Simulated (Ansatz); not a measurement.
# C4H9GaS: taking an electron away

An exercise on one series of results from a longer session: the logs are not shown, and one member is left open.

Computed with Ansatz 0.2.0, Gaussian basis. Level: unrestricted cation, the program's frozen cores in correlated methods.

Plan: UKS PBE-D4/def2-TZVPP; UKS r2SCAN-D4/def2-TZVPP; UKS PBE0-D4/def2-TZVPP; UKS B3LYP-D4/def2-TZVPP; UKS wB97X-V/def2-TZVPP; UKS wB97M-V/def2-TZVPP; UKS B2PLYP/def2-TZVPP; UHF-CCSD(T)/def2-TZVPP; UHF-MP2/def2-QZVPP; extrapolation to the limit; then −ε(HOMO) from the neutral's earlier runs with LDA (SPW92), PBE-D4, revPBE-D4, BLYP-D4, r2SCAN-D4, B97M-V, PBE0-D4, B3LYP-D4, r2SCANh-D4, r2SCAN0-D4, HSE06-D4, BHLYP-D4, CAM-B3LYP-D4, LC-ωPBE, ωB97X-V, ωB97M-V.

### The geometry

An earlier PBE0-D4 in a triple-zeta def2 set relaxation fixed the geometry.

SMILES `C=[C]([GaH2])CSC`, 15 atoms, charge 0, spin multiplicity 1.

Atoms are counted from 1 here; the program's logs count them from 0.

Bond lengths: C1–C2 1.327 Å, C1–H7 1.085 Å, C1–H8 1.090 Å, C2–Ga3 2.002 Å, C2–C4 1.499 Å, Ga3–H9 1.573 Å, Ga3–H10 1.573 Å, C4–S5 1.827 Å, C4–H11 1.095 Å, C4–H12 1.095 Å, S5–C6 1.798 Å, C6–H13 1.091 Å, C6–H14 1.090 Å, C6–H15 1.090 Å. Angles: C2–C1–H7 121.8°, C2–C1–H8 122.2°, H7–C1–H8 116.0°, C1–C2–Ga3 134.3°, C1–C2–C4 122.6°, Ga3–C2–C4 102.3°, C2–Ga3–H9 120.0°, C2–Ga3–H10 117.4°, H9–Ga3–H10 121.5°, C2–C4–S5 105.1°, C2–C4–H11 111.6°, C2–C4–H12 116.4°, S5–C4–H11 103.7°, S5–C4–H12 110.7°, H11–C4–H12 108.5°, C4–S5–C6 100.1°, S5–C6–H13 110.1°, S5–C6–H14 107.3° and more.

The first run:

Contents of in.yaml:

```yaml
crystal:
  periodic: [false, false, false]
  atoms:
    - {symbol: C, position_ang: [0.316615, -1.952182, 0.852256]}
    - {symbol: C, position_ang: [0.659994, -0.888210, 0.136647]}
    - {symbol: Ga, position_ang: [1.687199, 0.785251, 0.526093]}
    - {symbol: C, position_ang: [0.058482, -0.587944, -1.203534]}
    - {symbol: S, position_ang: [-0.215735, 1.218340, -1.209047]}
    - {symbol: C, position_ang: [-1.575768, 1.332970, -0.038310]}
    - {symbol: H, position_ang: [0.736986, -2.141151, 1.835026]}
    - {symbol: H, position_ang: [-0.393759, -2.693921, 0.486030]}
    - {symbol: H, position_ang: [1.345763, 1.638004, 1.802971]}
    - {symbol: H, position_ang: [2.997241, 1.041314, -0.305672]}
    - {symbol: H, position_ang: [0.778966, -0.744169, -2.012697]}
    - {symbol: H, position_ang: [-0.864798, -1.120530, -1.453761]}
    - {symbol: H, position_ang: [-1.360443, 0.733687, 0.847432]}
    - {symbol: H, position_ang: [-1.670761, 2.380532, 0.245881]}
    - {symbol: H, position_ang: [-2.499971, 0.998011, -0.509325]}
basis:
  gaussian: {orbitals: def2-TZVPP}
total_charge: 1
magnetization: {spin_polarized: true, initial_magnetization: 1}
hamiltonian: {xc: pbe, dispersion: d4}
```

Launch:

```
> ansatz run in.yaml --threads 2 --pin off --events-out ev --progress --plain --max-ram 32768MiB --backend cuda --devices 0, --max-vram 18GiB
```

Steps of the session up to this table: Cation, UKS PBE-D4/def2-TZVPP; Cation, UKS r2SCAN-D4/def2-TZVPP; Cation, UKS PBE0-D4/def2-TZVPP; Cation, UKS B3LYP-D4/def2-TZVPP; Cation, UKS wB97X-V/def2-TZVPP; Cation, UKS wB97M-V/def2-TZVPP; Cation, UKS B2PLYP (frozen core)/def2-TZVPP; Cation, UHF-CCSD(T)/def2-TZVPP; Cation, UHF-MP2/def2-QZVPP.

One of the session's tables, all rows but one given; the rest of the session is left out.

It belongs to the step «Ionisation energies side by side». For comparison, −ε(HOMO) of the neutral from earlier runs:

```
  functional  −ε(HOMO) (eV)
 LDA (SPW92)           6.25
      PBE-D4           6.12
   revPBE-D4           6.06
     BLYP-D4           5.97
   r2SCAN-D4           6.33
      B97M-V           6.38
     PBE0-D4           7.23
    B3LYP-D4           7.01
  r2SCANh-D4           6.75
  r2SCAN0-D4           7.38
    HSE06-D4           6.84
    BHLYP-D4           8.19
CAM-B3LYP-D4           8.53
     LC-ωPBE           9.91
     ωB97X-V           9.54
     ωB97M-V              ?
```

**Question.** Estimate the row for ωB97M-V.

**Answer.** −ε(HOMO) (eV): 9.42. In the column «−ε(HOMO) (eV)» it lies between CAM-B3LYP-D4 (8.53) and ωB97X-V (9.54).
